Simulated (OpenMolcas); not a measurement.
# Cu³⁺ among point charges: CASSCF and CASPT2 levels, g values and susceptibility

How does a field of 6 point charges split the states of Cu³⁺, and what g values and χT follow?

Program: OpenMolcas 26.06. Level of theory: state-averaged CASSCF and CASPT2, spin-orbit coupling by RASSI with atomic mean-field integrals. These are calculated values, not measurements, unless marked.

## 1. The system

* Species: Cu³⁺ (copper, Z = 29, 26 electrons)
* Basis: ANO-RCC-VDZP [5s4p2d1f], 34 functions
* Scalar Hamiltonian: DKH2, point nucleus
* Inactive shells: 1s 2s 2p 3s 3p
* Active space: 8 electrons in 5 orbitals (3d)
* Some configurations of this space: 3d8
* Orbitals: optimised for each spin and parity, averaged over all roots

Outer shells as boxes (Hund's rule):

3d8
```
3d [↑↓][↑↓][↑↓][↑ ][↑ ]
```

The ion sits among 6 point charges of -2.2 e arranged as a trigonal antiprism (D3d), 2.15 Å from the ion, with a polar angle of 59.7° against the regular 54.74°.

The work runs as a chain of OpenMolcas steps in one folder; each step below is one input file. The outputs are cut to the sections that carry results. Labels, J, g values, rates, χT and fits are worked out afterwards by a script from the matrices that RASSI stores. The input lists half of the charges; inversion (Group=XYZ) makes the rest.

## 2. Basis and integrals

The input, a.inp:

```
&GATEWAY
Coord
1

Cu 0.0 0.0 0.0
Basis=ANO-RCC-VDZP
Group=XYZ
NoMove
AngMom=0.0 0.0 0.0
AMFI
XField
3 Angstrom 0
0.000000 1.855577 1.085971 -2.200000
1.606977 -0.927789 1.085971 -2.200000
1.606977 0.927789 -1.085971 -2.200000
&SEWARD
```

Started as:

```bash
$ OMP_NUM_THREADS=1 MOLCAS_MEM=1689 MOLCAS_PROJECT=a pymolcas a.inp > a.log
```

## 3. Reference wave functions, triplets of even parity, 10 roots

The input, a.inp:

```
&RASSCF
FileOrb=start.orb
Symmetry=1
Spin=3
nActEl=8 0 0
Inactive=3 6
Ras2=5 0
CIRoot=10 10 1
SDav=10
CIMx=300
Iter=120 100
PrWF=0.3
OrbListing=Nothing
MaxOrb=0
>>> COPY $Project.JobIph JOB001
```

start.orb holds the contracted functions of the basis, ordered by shell, or the orbitals of the step before.

## 4. Reference wave functions, singlets of even parity, 15 roots

The input, a.inp:

```
&RASSCF
FileOrb=start.orb
Symmetry=1
Spin=1
nActEl=8 0 0
Inactive=3 6
Ras2=5 0
CIRoot=15 15 1
SDav=15
CIMx=300
Iter=120 100
PrWF=0.3
OrbListing=Nothing
MaxOrb=0
>>> COPY $Project.JobIph JOB002
```

## 5. State interaction with spin-orbit coupling

The input, a.inp:

```
&RASSI
NrOfJobIphs=2 10 15
1 2 3 4 5 6 7 8 9 10
1 2 3 4 5 6 7 8 9 10 11 12 13 14 15
IphNames
JOB001
JOB002
EJob
SpinOrbit
DIPRint=1.0
SOCoupling=1000.0
Subsets=2
Property=9
'ANGMOM' 1 'ANGMOM' 2 'ANGMOM' 3 'MLTPL  1' 1 'MLTPL  1' 2 'MLTPL  1' 3
'AMFI' 1 'AMFI' 2 'AMFI' 3
SOProperty=3
'ANGMOM' 1 'ANGMOM' 2 'ANGMOM' 3
```

## 6. CASPT2: IPEA 0.25, imaginary shift 0.1 (closed shells correlated: 3s 3p)

The input, a.inp:

```
>>> COPY JOB001 $Project.JobIph
&CASPT2
Multistate=10 1 2 3 4 5 6 7 8 9 10
NoMult
Frozen=2 3
IPEA=0.25
Imaginary=0.1
MaxIter=60
WThr=0.0 0.3 0.05
PrWF=0.5
NoMix
>>> COPY JOB002 $Project.JobIph
&CASPT2
Multistate=15 1 2 3 4 5 6 7 8 9 10 11 12 13 14 15
NoMult
Frozen=2 3
IPEA=0.25
Imaginary=0.1
MaxIter=60
WThr=0.0 0.3 0.05
PrWF=0.5
NoMix
```

(Steps that only read results are left out.)

**Question.** What will these runs give? Wanted: spin-free ground state; first state of the same spin; lowest level; next level.

The runs gave:

```
                    quantity                                                                        value
                      method  SS-CASPT2, IPEA 0.25, imaginary shift 0.1 (closed shells correlated: 3s 3p)
      spin-free ground state                                              3A2, 1-fold in its orbital part
first state of the same spin                                                             3A1 at 1030 cm⁻¹
                lowest level                                               2-fold E, g = 0.00, 0.00, 8.15
                  next level                                                                   335.8 cm⁻¹
                 χT at 300 K                                                               2.79 cm³ K/mol
   effective moment at 300 K                                                                      4.72 μB
```

Cost by method:

```csv
method,time of its own steps,time with the reference
A. CASSCF,4.3 s,4.3 s
"B. SS-CASPT2, IPEA 0.25, imaginary shift 0.1, +3s 3p",1.4 s,5.7 s
```

Times are of one thread on a shared host.

In words: The spin-free ground state (3A2) comes to 100 % from free-ion F terms and keeps the highest spin of the shell. χT at 300 K is 2.79, against 1.00 cm³ K/mol for the spin alone, so orbital moment adds to it. CASPT2 does not keep the components of a term degenerate, and the means are used. Point charges give too small a field for d ions at true ligand charges. This is an electrostatic model: the charges have no orbitals.
